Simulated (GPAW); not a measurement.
Runs of GPAW 26.7.0 on Co3Ir. It takes space group Pm-3m (No. 221, cubic). Conventional cell: a = 3.583 Å, b = 3.583 Å, c = 3.583 Å, α = 90.00°, β = 90.00°, γ = 90.00°. Ir (site symmetry m-3m) has 12 Co at 2.53 Å as nearest neighbours. Around Co (site symmetry 4/mmm) lie 4 Ir at 2.53 Å and 8 Co at 2.53 Å. The cell comes from a database or a generator and needn't be the stable form of this composition.

```csv
U,pressure (GPa),moment (μB)
Co d U = 2 eV,9.2,6.81
Co d U = 6 eV,32.1,7.08
Co d U = 3 eV,13.6,6.91
Co d U = 1 eV,(a),(b)
Co d U = 8 eV,44.2,7.48
```

Alike in all rows: task band structure; level PBEsol+U; potentials or basis PAW data sets generated in the run's folder for this functional, pw; spin collinear, ferromagnetic start; cell as given; k mesh 8 × 8 × 8; cutoff (eV) 600; smearing fermi-dirac 0.05 eV.

Task: Fill in the values left out.

Result: (a) 2.4; (b) 5.94.

Caveats: the U is typed as a test and isn't derived for this compound; a pressure of tens of GPa on the cell as given is suspect, and the run, the potentials or the cell itself is likely at fault (some runs).
